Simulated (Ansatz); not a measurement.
# CH8AlGaOSi: vertical ionisation energy

How much energy removes an electron from CH8AlGaOSi at fixed geometry? The cation is run at each level and the neutral's energy taken from earlier runs.

Computed with Ansatz 0.2.0, Gaussian basis. Level: unrestricted cation, the program's frozen cores in correlated methods.

Plan: UKS PBE-D4/def2-TZVPP; UKS r2SCAN-D4/def2-TZVPP; UKS PBE0-D4/def2-TZVPP; UKS B3LYP-D4/def2-TZVPP; UKS wB97X-V/def2-TZVPP; UKS wB97M-V/def2-TZVPP; UKS B2PLYP/def2-TZVPP; UHF-CCSD(T)/def2-TZVPP; UHF-MP2/def2-QZVPP; extrapolation to the limit; then −ε(HOMO) from the neutral's earlier runs with LDA (SPW92), PBE-D4, revPBE-D4, BLYP-D4, r2SCAN-D4, B97M-V, PBE0-D4, B3LYP-D4, r2SCANh-D4, r2SCAN0-D4, HSE06-D4, BHLYP-D4, CAM-B3LYP-D4, LC-ωPBE, ωB97X-V, ωB97M-V.

## (1) The relaxed structure

All runs share one geometry, relaxed beforehand with PBE0-D4 in a triple-zeta def2 set.

SMILES `[CH3][AlH][O][SiH2][GaH2]`, 13 atoms, charge 0, spin multiplicity 1.

Atoms are counted from 1 here; the program's logs count them from 0.

Bond lengths: C1–Al2 1.942 Å, C1–H6 1.095 Å, C1–H7 1.093 Å, C1–H8 1.095 Å, Al2–O3 1.687 Å, Al2–H9 1.584 Å, O3–Si4 1.628 Å, Si4–Ga5 2.417 Å, Si4–H10 1.495 Å, Si4–H11 1.495 Å, Ga5–H12 1.576 Å, Ga5–H13 1.578 Å. Angles: Al2–C1–H6 110.9°, Al2–C1–H7 112.5°, Al2–C1–H8 111.0°, H6–C1–H7 107.9°, H6–C1–H8 106.5°, H7–C1–H8 107.9°, C1–Al2–O3 118.6°, C1–Al2–H9 124.7°, O3–Al2–H9 116.7°, Al2–O3–Si4 174.5°, O3–Si4–Ga5 112.2°, O3–Si4–H10 110.0°, O3–Si4–H11 109.5°, Ga5–Si4–H10 109.5°, Ga5–Si4–H11 109.5°, H10–Si4–H11 105.9°, Si4–Ga5–H12 121.7°, Si4–Ga5–H13 121.4° and more.

## (2) Cation, UKS PBE-D4/def2-TZVPP

File in.yaml:

```yaml
crystal:
  periodic: [false, false, false]
  atoms:
    - {symbol: C, position_ang: [-2.832539, -0.405696, 0.224713]}
    - {symbol: Al, position_ang: [-1.120338, -0.862778, 1.018949]}
    - {symbol: O, position_ang: [0.275524, -0.673196, 0.091212]}
    - {symbol: Si, position_ang: [1.697257, -0.455034, -0.671117]}
    - {symbol: Ga, position_ang: [2.542513, 1.793804, -0.402558]}
    - {symbol: H, position_ang: [-2.847183, 0.641500, -0.094462]}
    - {symbol: H, position_ang: [-3.666459, -0.558258, 0.914177]}
    - {symbol: H, position_ang: [-3.021672, -1.006542, -0.670617]}
    - {symbol: H, position_ang: [-0.926618, -1.406827, 2.493384]}
    - {symbol: H, position_ang: [2.706539, -1.432074, -0.158760]}
    - {symbol: H, position_ang: [1.535684, -0.758209, -2.126253]}
    - {symbol: H, position_ang: [3.897698, 2.252544, -1.063842]}
    - {symbol: H, position_ang: [1.759585, 2.870776, 0.445175]}
basis:
  gaussian: {orbitals: def2-TZVPP}
total_charge: 1
magnetization: {spin_polarized: true, initial_magnetization: 1}
hamiltonian: {xc: pbe, dispersion: d4}
```

Command:

```bash
> ansatz run in.yaml --threads 2 --pin off --events-out ev --progress --plain --max-ram 22528MiB --backend cuda --devices 0, --max-vram 18GiB
```

The runs that follow: Cation, UKS r2SCAN-D4/def2-TZVPP; Cation, UKS PBE0-D4/def2-TZVPP; Cation, UKS B3LYP-D4/def2-TZVPP; Cation, UKS wB97X-V/def2-TZVPP; Cation, UKS wB97M-V/def2-TZVPP; Cation, UKS B2PLYP (frozen core)/def2-TZVPP; Cation, UHF-CCSD(T)/def2-TZVPP; Cation, UHF-MP2/def2-QZVPP.

Before running them: what should the planned runs give, taken together? Wanted: ionisation energy, CCSD(T)/CBS; nearest functional by difference; nearest −ε(HOMO); −ε(HOMO) of PBE; T1 of the cation.

**Answer**, as computed:

| quantity | value |
| --- | --- |
| ionisation energy, CCSD(T)/CBS | 9.33 eV |
| nearest functional by difference | ωB97X-V (-0.15 eV) |
| nearest −ε(HOMO) | ωB97X-V (-0.01 eV) |
| −ε(HOMO) of PBE | 6.01 eV |
| T1 of the cation | 0.018 |

What this shows: Energy differences with functionals land within 0.73 eV of the reference. The PBE orbital energy is 3.3 eV too small: a semilocal HOMO is no ionisation energy. Among orbital estimates ωB97X-V comes nearest. Hartree-Fock falls 0.79 eV short, as the neutral has more correlation energy than the cation. Correlated methods include outer-core shells of Ga, which these sets cover unevenly. With outer-core shells in play the reference is unsure by up to some tenths of an eV, so close misses can't be ranked.
